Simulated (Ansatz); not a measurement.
From input file to script: CsYbCl₃, space group Pm-3m in Ansatz 0.2.0.

```yaml
crystal:
  lattice:
    - [5.425725, 0.0, 0.0]
    - [0.0, 5.425725, 0.0]
    - [0.0, 0.0, 5.425725]
  atoms:
    - { symbol: Cs, position: [0.0, 0.0, 0.0] }
    - { symbol: Yb, position: [0.5, 0.5, 0.5] }
    - { symbol: Cl, position: [0.5, 0.5, 0.0] }
    - { symbol: Cl, position: [0.509215, 0.009215, 0.5] }
    - { symbol: Cl, position: [0.0, 0.5, 0.5] }
basis:
  ecutwfc: 530.0
  ecutrho_ratio: 4
kpoints:
  mp_grid: { grid: [4, 4, 4], shift: [0.5, 0.5, 0.5] }
hamiltonian:
  xc: pbesol
  hubbard: [{ species: Yb, l: f, u_eff: 4.5 }]
scf:
  max_iter: 150
  mixing: { algorithm: broyden, beta: 0.6, ndim: 4 }
  occupations: { method: fermi_dirac, width: 0.01 }
relax:
  f_tol: 0.01
  density_extrapolation: transplant
```

The program run on that file:
```console
$ ansatz run input.yaml --threads 1 --pin off --max-ram 3072MiB --backend cpu --events-out ev --progress --plain --runs-dir out
Cs: projections on atomic orbitals take those of the free atom [Kr 4d10] 5s2 5p6 6s1, of charge +0.00 (hamiltonian.pseudopotentials.projection_atoms); the dataset's partial waves leave at most 8.5e-6 of an orbital's norm unspanned inside its sphere
Yb: projections on atomic orbitals take those of the free atom [Kr 4d10] 4f14 5s2 5p6 5d0 6s2, of charge +0.00 (hamiltonian.pseudopotentials.projection_atoms); the dataset's partial waves leave at most 1.5e-4 of an orbital's norm unspanned inside its sphere
Cl: projections on atomic orbitals take those of the free atom [Ne] 3s2 3p5, of charge +0.00 (hamiltonian.pseudopotentials.projection_atoms); the dataset's partial waves leave at most 2.1e-7 of an orbital's norm unspanned inside its sphere
Engine: ansatz 0.2.0, x86_64-unknown-linux-gnu
Pseudopotentials: kind: paw
Pseudopotential: Cs, paw, valence charge 9, recommended cutoff 420 eV (normal), Cs.paw.azcp
Pseudopotential: Yb, paw, valence charge 24, recommended cutoff 420 eV (normal), Yb.paw.azcp
Pseudopotential: Cl, paw, valence charge 7, recommended cutoff 420 eV (normal), Cl.paw.azcp
Functional definition: PBEsol
  exchange = pbesol_x
  correlation = pbesol_c
Crystal: 5 atoms, lattice volume = 159.725 Å³
Basis set: ecut = 530 eV, 4385 PW (Γ), exchange–correlation on 90×90×90 points (8 copies of the dense FFT grid, shifted against one another)
Bands: 33, of which v1, the nominal top of the filled ones, is band 27 counted from 1 (26 counted from 0)
Symmetry: 2 space group operations
Space group: Pm (ITA 6), of the structure as read, at distance tolerance 5.4e-5 Å
k-points: 16 of 64 (time reversal used)
Non-local potential: Cs, projectors of the file, l = 0: 3, l = 1: 2, l = 2: 2, l = 3: 2
Non-local potential: Yb, projectors of the file, l = 0: 3, l = 1: 2, l = 2: 2, l = 3: 3
Non-local potential: Cl, projectors of the file, l = 0: 2, l = 1: 2, l = 2: 2
PAW form: soft (Blöchl's): semilocal exchange-correlation on the pseudo side does not see the compensation charge
PAW frozen core: Cs, regenerated for the run's functional, and the local potential with it (the file was generated under x = pbe(κ = 0.804, μ = 0.2195149727645171), c = pbe(β = 0.06672455060314922))
PAW frozen core: Yb, regenerated for the run's functional, and the local potential with it (the file was generated under x = pbe(κ = 0.804, μ = 0.2195149727645171), c = pbe(β = 0.06672455060314922))
PAW frozen core: Cl, regenerated for the run's functional, and the local potential with it (the file was generated under x = pbe(κ = 0.804, μ = 0.2195149727645171), c = pbe(β = 0.06672455060314922))
PAW one-centre angular grid: Cs, 194 points (default); XC on 64 Gauss nodes
PAW one-centre angular grid: Yb, 590 points (default); XC on 64 Gauss nodes
PAW one-centre angular grid: Cl, 110 points (default); XC on 64 Gauss nodes
Initial density: superposition of atomic densities (chi_scale 0.1, normalization cell, long waves kept (reshape's long-wave potential 0.00 eV rms))
Initial wavefunctions: pseudopotential atomic-orbital guess
Functional: x = pbesol(κ = 0.804, μ = 0.12345679012345678), c = pbesol(β = 0.046)
SCF iter   1: F=—  HF=-22457.028312 eV  |F-HF|=—  |Δ(HF+E_count)|=         —  Δρ=4.02e-2  dr2=3.49e0  ethr=3.10e-3  ⟨swp⟩=6.8  Hψ=2332  notcnv=0
preconditioner: auto → Resta (q_TF=auto, 2.277 Å⁻¹)  ε∞=5.3  [insulator: Δε(μ)=4.241 eV  Ē_g=9.412 eV  σ=0.010 eV  W_gap=1.00  n_scr=26 (ndim 4)  ℏωp=19.5 eV  f_vac=0.018  D(μ)=0.00/eV (n_scr^D=0)  ε∞_Penn≈5.3]
SCF iter   2: F=—  HF=-22456.581874 eV  |F-HF|=—  |Δ(HF+E_count)|=   4.46e-1  Δρ=2.67e-2  dr2=1.28e0  ethr=3.10e-3  ⟨swp⟩=3.1  Hψ=1323  notcnv=0  defer=26  κ⁻¹=1.0e0(r=1)
SCF iter   3: F=—  HF=-22456.453610 eV  |F-HF|=—  |Δ(HF+E_count)|=   1.28e-1  Δρ=2.86e-2  dr2=1.24e0  ethr=2.38e-3  ⟨swp⟩=5.0  Hψ=1558  notcnv=0  defer=32  κ⁻¹=6.1e-2(r=2)
SCF iter   4: F=—  HF=-22455.663768 eV  |F-HF|=—  |Δ(HF+E_count)|=   7.90e-1  Δρ=4.36e-3  dr2=5.49e-2  ethr=2.30e-3  ⟨swp⟩=3.0  Hψ=1214  notcnv=0  defer=32  κ⁻¹=5.8e-3(r=3)
SCF iter   5: F=—  HF=-22455.641943 eV  |F-HF|=—  |Δ(HF+E_count)|=   2.18e-2  Δρ=1.52e-3  dr2=5.09e-3  ethr=1.02e-4  ⟨swp⟩=3.1  Hψ=1086  notcnv=0  defer=32  κ⁻¹=5.0e-4(r=4)
SCF iter   6: F=—  HF=-22455.651438 eV  |F-HF|=—  |Δ(HF+E_count)|=   9.49e-3  Δρ=3.45e-3  dr2=1.54e-2  ethr=9.42e-6  ⟨swp⟩=3.9  Hψ=1139  notcnv=0  defer=32  κ⁻¹=1.5e-4(r=4)
SCF iter   7: F=—  HF=-22455.643022 eV  |F-HF|=—  |Δ(HF+E_count)|=   8.42e-3  Δρ=8.78e-4  dr2=7.90e-4  ethr=9.42e-6  ⟨swp⟩=3.4  Hψ=1225  notcnv=0  defer=32  κ⁻¹=5.6e-4(r=4)
SCF iter   8: F=—  HF=-22455.642926 eV  |F-HF|=—  |Δ(HF+E_count)|=   9.59e-5  Δρ=6.56e-4  dr2=4.77e-4  ethr=1.46e-6  ⟨swp⟩=1.0  Hψ=496  notcnv=0  defer=32  κ⁻¹=2.3e-4(r=4)
SCF iter   9: F=—  HF=-22455.642782 eV  |F-HF|=—  |Δ(HF+E_count)|=   1.44e-4  Δρ=2.37e-4  dr2=7.07e-5  ethr=8.83e-7  ⟨swp⟩=2.0  Hψ=608  notcnv=0  defer=32  κ⁻¹=2.5e-5(r=4)
SCF iter  10: F=—  HF=-22455.642746 eV  |F-HF|=—  |Δ(HF+E_count)|=   3.58e-5  Δρ=1.00e-4  dr2=1.15e-5  ethr=1.31e-7  ⟨swp⟩=2.0  Hψ=928  notcnv=0  defer=32  κ⁻¹=2.8e-5(r=4)
SCF iter  11: F=-22455.642740 eV  HF=-22455.642742 eV  |F-HF|=1.60e-6  |Δ(HF+E_count)|=   4.72e-6  Δρ=3.00e-5  dr2=1.03e-6  ethr=4.63e-9  ⟨swp⟩=3.0  Hψ=2196  notcnv=0
SCF 1 converged in 11 iterations: F = -22455.642740 eV  dr2 = 1.03e-6
  greatest PAW one-centre occupation: 0.996 electrons in one spin orbital (limit 2), on the Yb atom at site 1 (counted from 0), in its partial waves of l = 0
relax step   1: F+E_penalty+E_count = -22455.64273996 eV  Δ(F+E_penalty+E_count) = +0.000e0 eV  max|allowed force component| = 2.742e-1 eV/Å  Δτ_max = 0.0000 Å  (11 SCF iters, dr2 threshold 2.50e-6 eV, accepted)
Initial density: handed on by an earlier stage of this run
Initial wavefunctions: those handed on with the density
iter 1 solved again at ethr=7.64e-6 eV; its pass at ethr=3.10e-3 eV (dr2=4.13e-3 eV) is discarded
SCF iter   1: F=—  HF=-22455.650191 eV  |F-HF|=—  |Δ(HF+E_count)|=         —  Δρ=1.78e-3  dr2=4.09e-3  ethr=7.64e-6  ⟨swp⟩=3.1  Hψ=1941  notcnv=0  defer=32
preconditioner: auto → Resta (q_TF=auto, 2.277 Å⁻¹)  ε∞=5.4  [insulator: Δε(μ)=3.018 eV  Ē_g=9.291 eV  σ=0.010 eV  W_gap=1.00  n_scr=26 (ndim 4)  ℏωp=19.5 eV  f_vac=0.062  D(μ)=0.00/eV (n_scr^D=0)  ε∞_Penn≈5.4]
SCF iter   2: F=—  HF=-22455.649223 eV  |F-HF|=—  |Δ(HF+E_count)|=   9.68e-4  Δρ=4.73e-4  dr2=3.95e-4  ethr=7.57e-6  ⟨swp⟩=3.0  Hψ=1038  notcnv=0  defer=32  κ⁻¹=1.0e0(r=1)
SCF iter   3: F=—  HF=-22455.649248 eV  |F-HF|=—  |Δ(HF+E_count)|=   2.48e-5  Δρ=2.59e-4  dr2=1.29e-4  ethr=7.31e-7  ⟨swp⟩=2.0  Hψ=575  notcnv=0  defer=32  κ⁻¹=2.2e-2(r=2)
SCF iter   4: F=—  HF=-22455.649262 eV  |F-HF|=—  |Δ(HF+E_count)|=   1.45e-5  Δρ=7.99e-5  dr2=8.71e-6  ethr=2.38e-7  ⟨swp⟩=2.0  Hψ=967  notcnv=0  defer=32  κ⁻¹=1.7e-3(r=3)
SCF iter   5: F=—  HF=-22455.649265 eV  |F-HF|=—  |Δ(HF+E_count)|=   2.63e-6  Δρ=6.99e-5  dr2=6.53e-6  ethr=8.70e-9  ⟨swp⟩=5.0  Hψ=1983  notcnv=0  κ⁻¹=6.2e-4(r=4)
SCF iter   6: F=-22455.649263 eV  HF=-22455.649263 eV  |F-HF|=1.45e-7  |Δ(HF+E_count)|=   1.96e-6  Δρ=1.10e-5  dr2=2.43e-7  ethr=8.70e-9  ⟨swp⟩=3.0  Hψ=2057  notcnv=0
SCF 2 converged in 6 iterations: F = -22455.649263 eV  dr2 = 2.43e-7
relax step   2: F+E_penalty+E_count = -22455.64926294 eV  Δ(F+E_penalty+E_count) = -6.523e-3 eV  max|allowed force component| = 6.620e-2 eV/Å  Δτ_max = 0.0491 Å  (6 SCF iters, dr2 threshold 4.70e-6 eV, accepted)
SCF iter   1: F=—  HF=-22455.651620 eV  |F-HF|=—  |Δ(HF+E_count)|=         —  Δρ=1.78e-3  dr2=5.04e-3  ethr=2.62e-5  ⟨swp⟩=4.6  Hψ=1392  notcnv=0  defer=32
preconditioner: auto → Resta (q_TF=auto, 2.277 Å⁻¹)  ε∞=5.4  [insulator: Δε(μ)=3.024 eV  Ē_g=9.292 eV  σ=0.010 eV  W_gap=1.00  n_scr=26 (ndim 4)  ℏωp=19.5 eV  f_vac=0.063  D(μ)=0.00/eV (n_scr^D=0)  ε∞_Penn≈5.4]
SCF iter   2: F=—  HF=-22455.650240 eV  |F-HF|=—  |Δ(HF+E_count)|=   1.38e-3  Δρ=2.98e-4  dr2=1.38e-4  ethr=9.32e-6  ⟨swp⟩=3.1  Hψ=1202  notcnv=0  defer=32  κ⁻¹=1.0e0(r=1)
SCF iter   3: F=—  HF=-22455.650247 eV  |F-HF|=—  |Δ(HF+E_count)|=   7.84e-6  Δρ=1.81e-4  dr2=5.02e-5  ethr=2.56e-7  ⟨swp⟩=2.0  Hψ=945  notcnv=0  defer=32  κ⁻¹=5.7e-3(r=2)
SCF iter   4: F=—  HF=-22455.650266 eV  |F-HF|=—  |Δ(HF+E_count)|=   1.82e-5  Δρ=9.16e-5  dr2=1.15e-5  ethr=9.29e-8  ⟨swp⟩=2.0  Hψ=984  notcnv=0  defer=32  κ⁻¹=1.8e-3(r=3)
SCF iter   5: F=—  HF=-22455.650260 eV  |F-HF|=—  |Δ(HF+E_count)|=   5.25e-6  Δρ=3.74e-5  dr2=2.51e-6  ethr=2.13e-8  ⟨swp⟩=2.0  Hψ=928  notcnv=0  defer=32  κ⁻¹=1.2e-4(r=4)
SCF iter   6: F=-22455.650262 eV  HF=-22455.650262 eV  |F-HF|=5.11e-8  |Δ(HF+E_count)|=   1.24e-6  Δρ=8.70e-6  dr2=1.51e-7  ethr=5.07e-10  ⟨swp⟩=3.0  Hψ=2368  notcnv=0
SCF 3 converged in 6 iterations: F = -22455.650262 eV  dr2 = 1.51e-7
relax step   3: F+E_penalty+E_count = -22455.65026173 eV  Δ(F+E_penalty+E_count) = -9.988e-4 eV  max|allowed force component| = 2.852e-3 eV/Å  Δτ_max = 0.0221 Å  (6 SCF iters, dr2 threshold 2.74e-7 eV, accepted)
iter 1 solved again at ethr=2.80e-10 eV; its pass at ethr=3.10e-3 eV (dr2=1.51e-7 eV) is discarded
SCF iter   1: F=—  HF=-22455.650262 eV  |F-HF|=—  |Δ(HF+E_count)|=         —  Δρ=8.69e-6  dr2=1.51e-7  ethr=2.80e-10  ⟨swp⟩=1.0  Hψ=1440  notcnv=0  defer=32
preconditioner: auto → Resta (q_TF=auto, 2.277 Å⁻¹)  ε∞=5.4  [insulator: Δε(μ)=3.022 eV  Ē_g=9.292 eV  σ=0.010 eV  W_gap=1.00  n_scr=26 (ndim 4)  ℏωp=19.5 eV  f_vac=0.064  D(μ)=0.00/eV (n_scr^D=0)  ε∞_Penn≈5.4]
SCF iter   2: F=-22455.650262 eV  HF=-22455.650262 eV  |F-HF|=2.34e-8  |Δ(HF+E_count)|=   6.55e-8  Δρ=3.86e-6  dr2=3.43e-8  ethr=1.85e-10  ⟨swp⟩=3.0  Hψ=2364  notcnv=0
SCF 4 converged in 2 iterations: F = -22455.650262 eV  dr2 = 3.43e-8
relax step   4: F+E_penalty+E_count = -22455.65026176 eV  Δ(F+E_penalty+E_count) = -3.778e-8 eV  max|allowed force component| = 3.117e-3 eV/Å  Δτ_max = 0.0000 Å  (2 SCF iters, accepted)
SCF converged after 2 iterations
Stability not checked: this state was not tested for a lower state beside it, because the mixer in use, unlike msr1, does not test its closes by its own steps (another_mixer; see scf.mixing.algorithm and scf.lower_state_search)
Free energy (F): -22455.650262 eV
Harris-Foulkes:  -22455.650262 eV  (|F-HF|=2.34e-8)
Internal energy: -22455.650262 eV  (E = F + TS)
E sigma→0 (E₀):  -22455.650262 eV
Fermi energy:    7.013626 eV
--- Per-component energies (eV) ---
  E_band       = -187.887173
  E_kinetic    = 978.142429
  E_local      = -9147.446491  (includes V_loc(G=0)·N_el)
  E_nonlocal   = 688.563787
  E_hartree    = 3965.587019
  E_xc         = -652.141310
  E_vxc        = -692.347796  (∫ρ·V_xc dr)
  E_hubbard    = 0.060571  (on-site DFT+U / exact-exchange correction)
  E_vhub       = -31.318151  (the Hubbard potential's part of the band-sum identity)
  E_paw        = -14155.354778  (= ΣΔE_a)
  E_vpaw       = 85.340053  (= ΣTr[D̂ρ^β])
  E_aug_tail   = 0.000072  (compensation charges beyond the density's cutoff)
  E_ewald      = -4134.570213
  E_core_change = 1.508650  (= ΣΔE_core)
  E_smearing   = -0.000000  (= −TS)
  E_closure    = -0.000000  (closes the sum)
  Σ components = -22455.650262   (vs F -22455.650262, Δ=0.00e0)
--- Forces (eV/Å), atoms counted from 1 ---
  atom   1  Cs     0.00164762    -0.00031390     0.00000000
  atom   2  Yb     0.00036462     0.00310831     0.00000000
  atom   3  Cl     0.00016366    -0.00156561     0.00000000
  atom   4  Cl    -0.00192013     0.00023217     0.00000000
  atom   5  Cl    -0.00019313    -0.00150611     0.00000000
  max |Σ_I F_I| component: 6.26e-5 eV/Å
Occupation matrices written to <dir>
--- Relaxed structure (4 steps of the walk, 4 accepted, 0 SCFs on fresh bases) ---
  F+E_penalty+E_count = -22455.65026176 eV   max|allowed force component| = 3.117e-3 eV/Å
  atoms:
    - { symbol: Cs, position: [0.0009241620792973203, 0.0017045094510933479, 0.0] }
    - { symbol: Yb, position: [0.5018713833610642, 0.5015790770778067, 0.5] }
    - { symbol: Cl, position: [0.5018168732563789, 0.5021251881923118, 0.0] }
    - { symbol: Cl, position: [0.5026643487230765, 0.001705134904556979, 0.5] }
    - { symbol: Cl, position: [0.0019382325801829564, 0.5021010903742312, 0.5] }
```

Script `relax_csybcl3.py`:
```python
import ansatz as az
import numpy as np

lattice = az.Lattice.of(
    (5.425725, 0.0, 0.0),
    (0.0, 5.425725, 0.0),
    (0.0, 0.0, 5.425725),
)
sites = [
    ("Cs", (0.0, 0.0, 0.0)),
    ("Yb", (0.5, 0.5, 0.5)),
    ("Cl", (0.5, 0.5, 0.0)),
    ("Cl", (0.5, 0.0, 0.5)),
    ("Cl", (0.0, 0.5, 0.5)),
]
system = az.Crystal(lattice=lattice)
for symbol, position in sites:
    system = system.atom(symbol, position)

calc = (
    system.move(3, to=(0.509215, 0.009215, 0.5)).calculation()
    .functional("pbesol")
    .basis(530, density_ratio=4)
    .kpoints(4, 4, 4, shift=0.5)
    .occupations("fermi_dirac", width=0.01)
    .hubbard("Yb", "f", u_eff=4.5)
    .mixing("broyden", ndim=4, beta=0.6)
    .scf(max_iterations=150)
    .relax(force_tolerance=0.01, density_extrapolation="transplant")
)
steps = []


def collect(event):
    if event["event"] == "relax_step":
        steps.append(event["data"])


res = calc.session().plan().execute(on_event=collect)
report = res.report
for s in steps:
    flag = "" if s["accepted"] else "  (rejected)"
    print("step %2d  E = %.5f eV  largest force component = %.4f eV/A%s" % (s["step"], s["lagrangian_ev"], s["allowed_force_max_ev_ang"], flag))

first, last = steps[0], steps[-1]
symbols = [site.symbol for site in res.lattice.sites]
print(f"energy gained {first['lagrangian_ev'] - last['lagrangian_ev']:.4f} eV in {len(steps) - 1} steps")

print("atom   start x y z (A)              end x y z (A)")
for symbol, a, b in zip(symbols, first["positions_ang"], last["positions_ang"]):
    print(f"{symbol:3s}", " ".join(f"{v:8.4f}" for v in a), "  ", " ".join(f"{v:8.4f}" for v in b))

moved = np.linalg.norm(np.array(last["positions_ang"]) - np.array(first["positions_ang"]), axis=1)
print("displacement by atom (A):", " ".join(f"{s}:{d:.3f}" for s, d in zip(symbols, moved)))

n_atoms = len(report["lattice"]["sites"])
print("F =", round(report["free_energy_ev"], 4), "eV for", n_atoms, "atoms")
print("E(sigma -> 0) =", round(report["energy_sigma0_ev"], 4), "eV, TS =", round(report["entropy_ts_ev"], 5), "eV")
print("closed by", report["closed_by"], "after", report["n_iterations"], "iterations")
```

```console
$ python relax_csybcl3.py
step  1  E = -22455.64274 eV  largest force component = 0.2742 eV/A
step  2  E = -22455.64926 eV  largest force component = 0.0662 eV/A
step  3  E = -22455.65026 eV  largest force component = 0.0029 eV/A
step  4  E = -22455.65026 eV  largest force component = 0.0031 eV/A
energy gained 0.0075 eV in 3 steps
atom   start x y z (A)              end x y z (A)
Cs    0.0000   0.0000   0.0000      0.0050   0.0092   0.0000
Yb    2.7129   2.7129   2.7129      2.7230   2.7214   2.7129
Cl    2.7129   2.7129   0.0000      2.7227   2.7244   0.0000
Cl    2.7629   0.0500   2.7129      2.7273   0.0093   2.7129
Cl    0.0000   2.7129   2.7129      0.0105   2.7243   2.7129
displacement by atom (A): Cs:0.011 Yb:0.013 Cl:0.015 Cl:0.054 Cl:0.016
F = -22455.6503 eV for 5 atoms
E(sigma -> 0) = -22455.6503 eV, TS = 0.0 eV
closed by deck_thresholds after 2 iterations
```

Reading the output:
- The settings weren't tested for convergence.
- U, its shell and the double counting are chosen to explore, and aren't derived for this compound.
- Energies along a relaxation are free energies. A last row that repeats the one before re-solves the same geometry more tightly.
- This cell is a computed structure, which may not be the phase found in nature.
- By the engine's processor time: 42 s on 1 thread of Intel(R) Xeon(R) Processor @ 2.30GHz (shared host), peak memory 0.79 GiB.

(Lines on the test bed's own set-up are left out of the output.)
